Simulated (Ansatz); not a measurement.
# Ti3Ag: the cost of one run

Method: DFT LDA, scalar-relativistic, in Ansatz 0.2.0.

### 1 Starting point

The structure is tetragonal, space group P4/mmm (No. 123). The conventional cell has a = 4.187 Å, b = 4.187 Å, c = 3.950 Å, α = 90.00°, β = 90.00°, γ = 90.00°. Around Ti (site symmetry mmm) lie 8 Ti at 2.88 to 2.96 Å and 4 Ag at 2.88 Å. Ti (site symmetry 4/mmm) has 8 Ti at 2.88 Å and 4 Ag at 2.96 Å in its first shell of neighbours. Ag (site symmetry 4/mmm) is surrounded by 12 Ti at 2.88 to 2.96 Å.

Coordinates:

```cif
data_structure
_symmetry_space_group_name_H-M 'P 1'
_symmetry_Int_Tables_number 1
_cell_length_a 4.1870
_cell_length_b 4.1870
_cell_length_c 3.9500
_cell_angle_alpha 90.000
_cell_angle_beta 90.000
_cell_angle_gamma 90.000
_cell_volume 69.25
loop_
_atom_site_label
_atom_site_type_symbol
_atom_site_fract_x
_atom_site_fract_y
_atom_site_fract_z
_atom_site_occupancy
Ti1 Ti 0.00000 0.50000 0.50000 1
Ti2 Ti 0.50000 0.00000 0.50000 1
Ti3 Ti 0.50000 0.50000 0.00000 1
Ag1 Ag 0.00000 0.00000 0.00000 1
```

Atoms are numbered in the order of the input: Ti1, Ti2, Ti3, Ag4.

### 2 The deformed structure

Space group P4/mmm before, P4/mmm after.

### 3 Full-potential LAPW

input.yaml

```yaml
crystal:
  lattice:
    - [4.22887, 0.0, 0.0]
    - [0.0, 4.22887, 0.0]
    - [0.0, 0.0, 3.95]
  atoms:
    - { symbol: Ti, position: [0.0, 0.5, 0.5] }
    - { symbol: Ti, position: [0.5, 0.0, 0.5] }
    - { symbol: Ti, position: [0.5, 0.5, 0.0] }
    - { symbol: Ag, position: [0.0, 0.0, 0.0] }
kpoints:
  mp_grid: { grid: [9, 9, 9] }
  band_path:
    path:
      - [0.0, 0.0, 0.0]
      - [0.0, 0.5, 0.0]
      - [0.5, 0.5, 0.0]
      - [0.0, 0.0, 0.0]
      - [0.0, 0.0, 0.5]
      - [0.0, 0.5, 0.5]
      - [0.5, 0.5, 0.5]
      - [0.0, 0.0, 0.5]
      - [0.0, 0.5, 0.0]
    npoints: 5
scf:
  occupations: { method: fermi_dirac, width: 0.08 }
hamiltonian:
  xc: lda
  pseudopotentials: { kind: all_electron, lapw: { basis_error: 0.0005 } }
output:
  forces: true
  stress: true
  eigenvalues: true
```

The run is started by

```sh
> ansatz run input.yaml --threads 1 --pin off --max-ram 4096MiB --backend cpu --events-out ev --progress --plain --runs-dir out
```

What time and memory should one allow on 1 thread of Arm Neoverse V1, shared host?

About 99 s, with a peak of 0.65 GiB.
